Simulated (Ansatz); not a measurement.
# TcRu, space group P-6m2: an SCF with some post-processing

Computed with Ansatz's Python interface.

The script reads `tcru.vasp`:
```text
TcRu
1.0
   2.72486253    0.00000000    0.00000000
  -1.36243126    2.35980017    0.00000000
   0.00000000    0.00000000    4.31289415
Tc Ru
1 1
Direct
   0.00000000    0.00000000    0.00000000
   0.33333333    0.66666667    0.50000000
```

Run as a notebook:

```python
from collections import defaultdict
from pathlib import Path

import ansatz as az
from ase.io import read
from ase.io.cube import read_cube_data
from ase.units import Bohr
import numpy as np
import pandas as pd
from pymatgen.core import Structure
from pymatgen.symmetry.analyzer import SpacegroupAnalyzer
```

```python
SETTINGS = {
    "xc": "pbesol",
    "mesh": (6, 6, 3),
    "sigma": 0.2,
    "tolerance": 1e-05,
}
```

```python
atoms = read("tcru.vasp", format="vasp")
system = az.Crystal.from_ase(atoms)
```

```python
job = (
    system.calculation()
    .functional(SETTINGS["xc"])
    .pseudopotentials("paw")
    .kpoints(*SETTINGS["mesh"], shift=0.5)
    .occupations(az.OccupationsMethod.FERMI_DIRAC, width=SETTINGS["sigma"])
    .scf(tolerance=SETTINGS["tolerance"], algorithm="density_mixing")
    .density()
    .output_files(volumetric_format="cube")
    .bader_charges()
    .density_of_states(energy_step=0.05, method="smearing", broadening_width=0.2, projected=True)
    .stress()
)
def show(event):
    row = event["data"]
    if event["event"] == "scf_iter" and row.get("harris_foulkes_ev") is not None:
        print(f"  iteration {row['iter']:3d}  Harris-Foulkes {row['harris_foulkes_ev']:.5f} eV  residual {row['dr2_ev']:.2e}")
```

```python
result = job.session().plan().execute(on_event=show)
report = result.report
```

    DeckWarning: basis.ecutwfc = 500 eV, auto-derived from the records' recommended cutoffs: set by Tc (normal level)
    DeckWarning: crystal.symmetry: narrowed to the stabiliser of the k-point mesh — unitary ops 12 → 4; excluded 8 operations that carry a point of the 6×6×3 mesh (shift [0.5, 0.5, 0.5]) off the mesh [...]
    DeckWarning: output.stress: scf.convergence.dr2_threshold = 1e-5 eV is looser than the 2e-10 eV advised for a printed stress (1e-10 eV for each atom of the cell: 2). What an SCF threshold leaves in a [...]
      iteration   1  Harris-Foulkes -11160.62798 eV  residual 6.00e+01
      iteration   2  Harris-Foulkes -11158.34839 eV  residual 4.40e+01
      iteration   3  Harris-Foulkes -11154.54420 eV  residual 1.38e+00
      iteration   4  Harris-Foulkes -11154.44027 eV  residual 2.96e-02
      iteration   5  Harris-Foulkes -11154.44167 eV  residual 4.02e-03
      iteration   6  Harris-Foulkes -11154.44126 eV  residual 8.26e-04
      iteration   7  Harris-Foulkes -11154.44119 eV  residual 2.64e-05
      iteration   8  Harris-Foulkes -11154.44118 eV  residual 7.26e-07

```python
type(result).__name__, type(report).__name__
```

    ('RunOutcome', 'dict')

```python
result.lattice.cell_ang
```

    array([[ 2.72486253e+00, -2.88675138e-09,  0.00000000e+00],
           [-1.36243126e+00,  2.35980017e+00,  0.00000000e+00],
           [ 0.00000000e+00,  0.00000000e+00,  4.31289415e+00]])

```python
n_atoms = len(report["lattice"]["sites"])
print("F =", round(report["free_energy_ev"], 4), "eV for", n_atoms, "atoms")
print("E(sigma -> 0) =", round(report["energy_sigma0_ev"], 4), "eV, TS =", round(report["entropy_ts_ev"], 5), "eV")
print("closed by", report["closed_by"], "after", report["n_iterations"], "iterations")
```

    F = -11154.4412 eV for 2 atoms
    E(sigma -> 0) = -11154.3217 eV, TS = 0.23901 eV
    closed by deck_thresholds after 8 iterations

```python
# cube files hold the density in electrons per cubic bohr
folder = Path(result.write_results("cubes"))
print("\n".join((folder / "rho.cube").read_text().splitlines()[: 6 + 2]))
values, cube_atoms = read_cube_data(str(folder / "rho.cube"))
print("electrons from the file:", round(values.mean() * cube_atoms.get_volume() / Bohr ** 3, 3))
```

    ansatz rho
    values in e/bohr^3 (x slowest, z fastest)
        2    0.000000    0.000000    0.000000
       20    0.257462   -0.000000    0.000000
       20   -0.128731    0.222969    0.000000
       32    0.000000    0.000000    0.254693
       43   43.000000   -0.000000   -0.000000    0.000000
       44   44.000000    0.000000    2.972917    4.075094
    electrons from the file: 31.0

```python
basins = result.bader_charges()
frame = pd.DataFrame([(a.symbol, a.partial_charge_e, a.basin.volume_ang3) for a in basins.atoms], columns=["atom", "charge (e)", "volume (A^3)"])
print(frame.round(3).to_string())
print("sum of charges", round(frame["charge (e)"].sum(), 4), " sum of volumes", round(frame["volume (A^3)"].sum(), 3))

dos = result.density_of_states()
energy = np.asarray(dos.energies_ev) - dos.fermi_ev
projected = result.projected_density_of_states()
by_shell = defaultdict(float)
for site in projected.sites:
    for shell in site.shells:
        for part in shell.curves:
            by_shell[f"{site.species} {'spdf'[shell.l]}"] += np.sum(part.g_bin_mean_per_ev, axis=0)
print("E - E_F  " + " ".join(f"{name:>7s}" for name in by_shell))
for e in np.arange(-6, 6 + 0.1, 1.0):
    print(f"{e:7.1f}  " + " ".join(f"{np.interp(e, energy, curve):7.3f}" for curve in by_shell.values()))
```

      atom  charge (e)  volume (A^3)
    0   Tc       0.169        13.657
    1   Ru      -0.169        14.076
    sum of charges -0.0  sum of volumes 27.732
    E - E_F     Tc s    Tc p    Tc d    Ru s    Ru p    Ru d
       -6.0    0.152   0.005   0.037   0.172   0.004   0.044
       -5.0    0.232   0.013   1.130   0.228   0.010   1.387
       -4.0    0.143   0.019   1.137   0.147   0.012   1.531
       -3.0    0.062   0.010   0.834   0.058   0.007   0.896
       -2.0    0.083   0.010   1.415   0.088   0.007   1.461
       -1.0    0.097   0.010   1.350   0.081   0.008   1.707
        0.0    0.105   0.005   0.920   0.070   0.004   0.744
        1.0    0.029   0.001   0.440   0.001   0.001   0.531
        2.0    0.066   0.001   1.487   0.026   0.001   1.265
        3.0    0.071   0.001   0.509   0.119   0.001   0.175
        4.0    0.138   0.001   0.110   0.029   0.000   0.040
        5.0    0.043   0.000   0.083   0.029   0.000   0.015
        6.0    0.143   0.000   0.078   0.096   0.000   0.044

```python
# principal values and the von Mises stress of the deviator
principal = np.linalg.eigvalsh(np.array(report["stress_gpa"]))
mises = np.sqrt(0.5 * sum((principal[i] - principal[i - 1]) ** 2 for i in range(3)))
print("principal stresses (GPa, compression positive):", np.round(principal, 3))
print(f"mean {principal.mean():.3f} GPa, von Mises {mises:.3f} GPa, PV = {principal.mean() * report['setup']['cell_volume_ang3'] / 160.21766:.4f} eV")

final = Structure(result.lattice.cell_ang, [s.symbol for s in result.lattice.sites], [s.position_frac for s in result.lattice.sites])
analyser = SpacegroupAnalyzer(final, symprec=0.01)
standard = analyser.get_conventional_standard_structure()
print(analyser.get_crystal_system(), analyser.get_space_group_symbol(), len(standard), "atoms in the conventional cell")
print("a b c (A):", [round(x, 4) for x in standard.lattice.abc], " angles:", [round(x, 2) for x in standard.lattice.angles])
print(f"mass density {float(final.density):.3f} g/cm^3")
```

    principal stresses (GPa, compression positive): [-6.658 -5.694 -2.808]
    mean -5.053 GPa, von Mises 3.470 GPa, PV = -0.8747 eV
    hexagonal P-6m2 2 atoms in the conventional cell
    a b c (A): [2.7249, 2.7249, 4.3129]  angles: [90.0, 90.0, 120.0]
    mass density 11.920 g/cm^3

Notes:
- These settings explore the input space; cutoff and mesh may be short of convergence.
- For a metal this k-point mesh is coarse: on a finer one energies can move by several to tens of meV an atom and pressures by half a GPa or more, differences at one mesh by less.
- Projections exist only for the shells that the potentials hold, some of them semicore, and samples at single energies can miss narrow peaks.
- Bader volumes count only the part of each basin above a small density, so their sum can fall short of the cell.
- Densities and potentials on the grid are those of the valence electrons, and inside the cores they hang on the potentials used.
- At these settings the cell as given stands under about -5 GPa, so it isn't at this functional's equilibrium volume.
- This cell is a computed structure, which may not be the phase found in nature.
- Warnings are shown shortened and without file and line.
- The density of states is complete only as far up as bands were computed.
- Timing: 11 s on 1 thread of Arm Neoverse V2, on a shared host, peak memory 0.45 GiB.

(Lines on the test bed's own set-up are left out of the output.)
